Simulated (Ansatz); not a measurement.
# AlH5OSe: the cost of one run

Computed with Ansatz 0.2.0, Gaussian basis. Level: PBE0-D4, def2-SVP first, then def2-TZVP.

152 further runs of the same task are left out: 152 set aside as unsound or not needed. Runs told in other sessions of the task aren't counted.

## Step 1: Where the work starts

The guess: 8 atoms, charge 0, spin multiplicity 1.

Atoms are counted from 1 here; the program's logs count them from 0.

Bond lengths: Al1–O2 1.764 Å, Al1–H3 1.536 Å, Al1–H4 1.543 Å, Al1–H5 1.882 Å, Al1–Se6 2.546 Å, O2–H5 1.212 Å, O2–H7 0.959 Å, Se6–H8 1.442 Å. Angles: O2–Al1–H3 112.6°, O2–Al1–H4 111.0°, O2–Al1–H5 38.6°, O2–Al1–Se6 84.2°, H3–Al1–H4 124.4°, H3–Al1–H5 120.7°, H3–Al1–Se6 111.7°, H4–Al1–H5 114.9°, H4–Al1–Se6 105.4°, H5–Al1–Se6 45.6°, Al1–O2–H5 76.0°, Al1–O2–H7 166.2°, H5–O2–H7 117.8°, Al1–H5–O2 65.4°, Al1–Se6–H8 88.5°.

As a file:

```xyz
8

Al   -0.53990    0.69210   -0.30580
O     0.82910   -0.18890   -0.98460
H    -1.75460    0.71210   -1.24600
H    -0.06210    1.90020    0.52730
H     0.46040   -0.88330   -0.06280
Se   -0.65100   -1.25500    1.33140
H     1.57070   -0.49750   -1.50840
H     0.14750   -0.47980    2.24890
```

Distances that are to change: Al1–Se6 2.55 Å, O2–H5 1.21 Å, Al1–O2 1.76 Å, H5–Se6 1.82 Å.

## Step 2: Constrained relaxation of the guess

Input file hold/in.yaml:

```yaml
crystal:
  periodic: [false, false, false]
  atoms:
    - {symbol: Al, position_ang: [-0.539900, 0.692100, -0.305800]}
    - {symbol: O, position_ang: [0.829100, -0.188900, -0.984600]}
    - {symbol: H, position_ang: [-1.754600, 0.712100, -1.246000]}
    - {symbol: H, position_ang: [-0.062100, 1.900200, 0.527300]}
    - {symbol: H, position_ang: [0.460400, -0.883300, -0.062800]}
    - {symbol: Se, position_ang: [-0.651000, -1.255000, 1.331400]}
    - {symbol: H, position_ang: [1.570700, -0.497500, -1.508400]}
    - {symbol: H, position_ang: [0.147500, -0.479800, 2.248900]}
basis:
  gaussian: {orbitals: def2-SVP}
hamiltonian: {xc: pbe0, dispersion: d4}
relax: {f_tol: 0.04, max_steps: 150, escape_saddle: false, constraints: [{distance: [0, 5]}, {distance: [1, 4]}, {distance: [0, 1]}, {distance: [4, 5]}]}
```

Command:

```bash
ansatz run in.yaml --threads 4 --pin off --events-out ev --progress --plain --max-ram 9574MiB
```

**Question.** How long does this run take on 4 threads of Intel Xeon 6975P-C, shared host?

About 9 s.
